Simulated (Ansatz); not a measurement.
**CH3BIN: how energies converge with the basis set**

An exercise on one series of results from a longer session: the logs are not shown, and one member is left open.

The runs use Ansatz 0.2.0, Gaussian basis; one geometry, several basis sets.

Levels to be run: PBE0-D4/def2-SVP; ωB97M-V/def2-SVP; PBE0-D4/def2-QZVPP; ωB97M-V/def2-QZVPP; the functionals' def2-TZVPP values are taken from earlier runs.

## The relaxed structure

All runs share one geometry, relaxed beforehand with PBE0-D4 in a triple-zeta def2 set. I takes the def2 core potential; no spin-orbit term is included.

7 atoms, charge 0, spin multiplicity 1.

Atoms are counted from 1 here; the program's logs count them from 0.

Bond lengths: B1–C2 1.536 Å, B1–I4 2.247 Å, B1–H5 1.201 Å, B1–H6 1.201 Å, C2–N3 1.153 Å, N3–H7 0.996 Å. Angles: C2–B1–I4 101.3°, C2–B1–H5 108.5°, C2–B1–H6 108.5°, I4–B1–H5 110.9°, I4–B1–H6 110.9°, H5–B1–H6 115.7°, B1–C2–N3 179.7°, C2–N3–H7 172.2°.

Set-up of the first run:

in.yaml

```yaml
crystal:
  periodic: [false, false, false]
  atoms:
    - {symbol: B, position_ang: [-0.536696, 0.740909, -0.306223]}
    - {symbol: C, position_ang: [0.318233, -0.304780, 0.425675]}
    - {symbol: N, position_ang: [0.959749, -1.087152, 0.979446]}
    - {symbol: I, position_ang: [-0.629764, -0.136537, -2.372248]}
    - {symbol: H, position_ang: [-1.625831, 0.764629, 0.198470]}
    - {symbol: H, position_ang: [0.057125, 1.784388, -0.310436]}
    - {symbol: H, position_ang: [1.518382, -1.829558, 1.339619]}
basis:
  gaussian: {orbitals: def2-SVP}
hamiltonian: {xc: pbe0, dispersion: d4}
output: {orbitals: {seedname: orbitals}}
```

Command:

```
ansatz run in.yaml --threads 2 --pin off --events-out ev --progress --plain --max-ram 4352MiB
```

Among the steps run: PBE0-D4 in def2-SVP; ωB97M-V in def2-SVP; PBE0-D4 in def2-QZVPP; ωB97M-V in def2-QZVPP.

One table of the session follows, with a row left open; its other results are not shown here.

It belongs to the step «Functionals by basis». 

| functional | basis | HOMO (eV) |
| --- | --- | --- |
| PBE0-D4 | def2-SVP | -6.51 |
| PBE0-D4 | def2-TZVPP | -6.66 |
| PBE0-D4 | def2-QZVPP | -6.68 |
| ωB97M-V | def2-SVP | -8.57 |
| ωB97M-V | def2-TZVPP | ? |
| ωB97M-V | def2-QZVPP | -8.77 |

Q: Estimate the row for ωB97M-V, def2-TZVPP from the others.

**Answer.** HOMO (eV): -8.75. In the column «HOMO (eV)» it lies between ωB97M-V, def2-QZVPP (-8.77) and ωB97M-V, def2-SVP (-8.57).
